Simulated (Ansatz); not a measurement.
# CrO3: the cost of one run

Method: the levels named in each step, in Ansatz 0.2.0.

## (1) Starting point

Bond lengths: O1–Cr2 1.571 Å, Cr2–O3 1.571 Å, Cr2–O4 1.571 Å. Angles: O1–Cr2–O3 120.0°, O1–Cr2–O4 120.0°, O3–Cr2–O4 120.0°.

Structure file:

```xyz
4

O    -0.6543    1.4106    0.2269
Cr    0.0000    0.0000    0.0000
O     1.5235   -0.1092   -0.3693
O    -0.8692   -1.3014    0.1423
```

## (2) A rough first relaxation, PBE-D4/def2-SVPD

The input, input.yaml:

```yaml
crystal:
  periodic: [false, false, false]
  atoms:
    - { symbol: O, position_ang: [-0.65431, 1.41062, 0.22693] }
    - { symbol: Cr, position_ang: [-1.0e-05, -2.0e-05, 4.0e-05] }
    - { symbol: O, position_ang: [1.52354, -0.10916, -0.36927] }
    - { symbol: O, position_ang: [-0.86923, -1.3014, 0.14232] }
magnetization:
  spin_polarized: true
  initial_magnetization: 1
total_charge: -1
basis:
  gaussian: { orbitals: def2-SVPD }
hamiltonian:
  xc: pbe
  dispersion: d4
relax:
  f_tol: 0.03
  max_steps: 200
```

Command:

```bash
$ ansatz run input.yaml --threads 4 --pin off --max-ram 10240MiB --backend cpu --events-out ev --progress --plain --runs-dir out
```

**Question.** How long does this run take on 4 threads of Arm Neoverse N1, shared host, and how much memory does it need?

About 15 s, with a peak of 0.19 GiB.
